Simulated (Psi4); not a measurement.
**SiF3 (trifluorosilyl): UBHLYP/aug-cc-pVDZ**

Aim: the vertical electron affinity of SiF3 (trifluorosilyl) at UBHLYP/aug-cc-pVDZ, from 2 runs. 

Program for the calculation: Psi4 1.11.

### 1 The molecule

SiF3 has 4 atoms, charge 0, and is taken as a doublet. SMILES: `F[Si](F)F`. Geometry: relaxed at PBE0-D4/def2-TZVP.

Bond lengths: F1–Si2 1.581 Å, Si2–F3 1.581 Å, Si2–F4 1.581 Å. Angles: F1–Si2–F3 107.9°, F1–Si2–F4 107.9°, F3–Si2–F4 107.9°.

### 2 Energy and forces at UBHLYP/aug-cc-pVDZ

Contents of job.py:

```python
import psi4

psi4.set_memory(1600000000)
psi4.set_num_threads(1)
psi4.core.set_output_file('psi4.out', False)

mol = psi4.geometry("""
0 2
F      0.784850    -0.507040     1.151700
Si    -0.282750     0.213060     0.234280
F     -0.994260    -0.892250    -0.644340
F      0.492160     1.186230    -0.741640
units angstrom
symmetry c1
no_reorient
no_com
""")

psi4.set_options({
    'basis': 'aug-cc-pVDZ',
    'reference': 'uks',
    'puream': True,
    'e_convergence': 1e-09,
    'd_convergence': 1e-08,
    'scf_type': 'pk',
    'dft_radial_points': 99,
    'dft_spherical_points': 590,
    'maxiter': 100,
})

e, wfn = psi4.gradient("bhhlyp", return_wfn=True)
psi4.oeprop(wfn, "WIBERG_LOWDIN_INDICES", "QUADRUPOLE", "MULLIKEN_CHARGES", title="BHHLYP")
print('gradient / Eh bohr^-1')
print(e.np.round(6))
print(f'energy = {wfn.energy():.10f} Eh')
```

Started as:

```
$ python job.py
```

psi4.out:

```text
[...]
  Running in c1 symmetry.
[...]
  Nuclear repulsion =  176.798451223300987
[...]
  Multiplicity = 2
[...]
  Nalpha       = 21
  Nbeta        = 20
[...]
    Number of basis functions: 96
[...]
   @UKS iter   1:  -588.95494957918345   -5.33839e-01   6.27911e-03 ADIIS/DIIS
[...]
   @UKS iter  11:  -589.07574877869990   -3.41061e-13   2.29570e-09 DIIS
[...]
   @S^2 Observed:                7.514681417E-01
[...]
    Orbital Energies [Eh]
    ---------------------
    Alpha Occupied:
       1A    -67.321371     2A    -25.360529     3A    -25.360511
       4A    -25.360504     5A     -5.761946     6A     -4.026901
       7A     -4.024791     8A     -4.024791     9A     -1.418399
      10A     -1.390320    11A     -1.390297    12A     -0.712686
      13A     -0.635629    14A     -0.635610    15A     -0.606117
      16A     -0.578759    17A     -0.578750    18A     -0.552920
      19A     -0.552902    20A     -0.536766    21A     -0.339738
    Alpha Virtual:
      22A      0.023732    23A      0.023744    24A      0.030790
      25A      0.035922    26A      0.102549    27A      0.102581
[...]
  @UKS Final Energy:  -589.07574877869990
   => Energetics <=
    Nuclear Repulsion Energy =            176.7984512233009866
    One-Electron Energy =               -1170.5041798967113209
    Two-Electron Energy =                 431.6499751949544930
    DFT Exchange-Correlation Energy =     -27.0199953002439983
    Empirical Dispersion Energy =           0.0000000000000000
    VV10 Nonlocal Energy =                  0.0000000000000000
    Total Energy =                       -589.0757487786999036
[...]
  -Total Gradient:
     Atom            X                  Y                   Z
    ------   -----------------  -----------------  -----------------
       1       -0.015223085132     0.010325312506    -0.011908829339
       2        0.017511819174    -0.013228057060    -0.014536004489
       3        0.009006267968     0.015621143571     0.012563558354
       4       -0.011249584880    -0.012733052090     0.013906910504
[...]
 Multipole Moments:
 ------------------------------------------------------------------------------------
     Multipole            Electronic (a.u.)      Nuclear  (a.u.)        Total (a.u.)
 ------------------------------------------------------------------------------------
 L = 1.  Multiply by 2.5417464519 to convert [e a0] to [Debye]
 Dipole X            :          2.3117314           -2.6716003           -0.3598689
 Dipole Y            :         -1.7421452            2.0131252            0.2709800
 Dipole Z            :         -1.9155873            2.2136252            0.2980379
 Magnitude           :                                                    0.5401503
 L = 2.  Multiply by 1.3450342976 to convert [e a0^2] to [Debye ang]
 Quadrupole XX       :        -83.7380015           63.3511946          -20.3868068
 Quadrupole XY       :        -32.3763012           31.4737223           -0.9025790
[...]
  Mulliken Charges: (a.u.)
   Center  Symbol    Alpha    Beta     Spin     Total
       1     F     4.81568  4.81587 -0.00019 -0.63154
       2    SI     6.55299  5.55241  1.00058  1.89460
       3     F     4.81565  4.81586 -0.00021 -0.63151
       4     F     4.81568  4.81587 -0.00018 -0.63155
   Total alpha = 21.00000, Total beta = 20.00000, Total charge =  0.00000
  Wiberg Bond Indices using Orthogonal Lowdin Orbitals:
  Total Bond Index:
  Irrep: 1 Size: 4 x 4
[...]
```

On the terminal:

```text
gradient / Eh bohr^-1
[[-0.015223  0.010325 -0.011909]
 [ 0.017512 -0.013228 -0.014536]
 [ 0.009006  0.015621  0.012564]
 [-0.01125  -0.012733  0.013907]]
energy = -589.0757487787 Eh
```

It took 45 s on 1 thread of AMD EPYC 7R43 (Zen 3), shared host; peak memory 0.73 GiB.

### 3 The singlet anion: a single-point energy at BHLYP/aug-cc-pVDZ

Contents of input.inp:

```
memory 1600 mb

molecule {
  -1 1
  F
  Si 1 1.58113
  F 2 1.581117 1 107.93279
  F 2 1.581128 3 107.92824 1 116.38705
  symmetry c1
  no_reorient
  no_com
}

set basis aug-cc-pVDZ
set puream true
set e_convergence 1e-09
set d_convergence 1e-08
set scf_type pk
set dft_radial_points 99
set dft_spherical_points 590

energy('bhhlyp')
```

Started as:

```
$ psi4 input.inp input.out -n 1
```

input.out:

```text
[...]
  Running in c1 symmetry.
[...]
  Nuclear repulsion =  176.798443899773531
[...]
  Multiplicity = 1
[...]
  Nalpha       = 21
  Nbeta        = 21
[...]
    Number of basis functions: 96
[...]
   @RKS iter   1:  -588.96793125195700   -5.46821e-01   6.89961e-03 DIIS/ADIIS
[...]
   @RKS iter  11:  -589.13326515933079   -6.82121e-13   1.10317e-09 DIIS
[...]
    Orbital Energies [Eh]
    ---------------------
    Doubly Occupied:
       1A    -67.020199     2A    -25.124170     3A    -25.124161
       4A    -25.124154     5A     -5.464929     6A     -3.729159
       7A     -3.729158     8A     -3.724127     9A     -1.183414
      10A     -1.156556    11A     -1.156540    12A     -0.474977
      13A     -0.403331    14A     -0.403315    15A     -0.369567
      16A     -0.349555    17A     -0.349545    18A     -0.324649
      19A     -0.324634    20A     -0.310263    21A     -0.017086
[...]
  @RKS Final Energy:  -589.13326515933079
   => Energetics <=
    Nuclear Repulsion Energy =            176.7984438997735310
    One-Electron Energy =               -1180.6373024277975219
    Two-Electron Energy =                 441.8653224444332750
    DFT Exchange-Correlation Energy =     -27.1597290757400529
    Empirical Dispersion Energy =           0.0000000000000000
    VV10 Nonlocal Energy =                  0.0000000000000000
    Total Energy =                       -589.1332651593307901
[...]
 Multipole Moments:
 ------------------------------------------------------------------------------------
     Multipole            Electronic (a.u.)      Nuclear  (a.u.)        Total (a.u.)
 ------------------------------------------------------------------------------------
 L = 1.  Multiply by 2.5417464519 to convert [e a0] to [Debye]
 Dipole X            :         -1.4437331            0.4251358           -1.0185973
 Dipole Y            :         -0.8952595            0.2635390           -0.6317205
 Dipole Z            :         -0.6513815            0.1918256           -0.4595559
 Magnitude           :                                                    1.2836677
[...]
```

Run time: 20 s. Hardware: 1 thread of AMD EPYC 7R43 (Zen 3), shared host; peak memory 0.73 GiB.

### 4 What came out

At UBHLYP/aug-cc-pVDZ:

```
                                                            quantity          value
                                          doublet SiF3: total energy  -589.07575 Eh
                                         doublet SiF3: dipole moment         1.37 D
                    doublet SiF3: HOMO energy (highest over α and β)       -9.24 eV
                     doublet SiF3: LUMO energy (lowest over α and β)       -2.89 eV
                                                  doublet SiF3: ⟨S²⟩          0.751
                              doublet SiF3: largest force on an atom     1.354 eV/Å
                                         singlet anion: total energy  -589.13327 Eh
                                          singlet anion: HOMO energy       -0.46 eV
                                          singlet anion: LUMO energy        4.33 eV
singlet anion: HOMO–LUMO gap (to an unbound level, set by the basis)        4.80 eV
                   vertical electron affinity (to the singlet anion)       1.565 eV
```

**Reading.** At fixed nuclei the extra electron is bound by 1.57 eV (151 kJ/mol). The largest force (doublet SiF3) is 1.35 eV/Å: the shape isn't a stationary point for this species at this level. Mulliken charges (doublet SiF3) run from -0.63 on F4 to +1.89 on Si2; in a basis this large or diffuse they mean little.
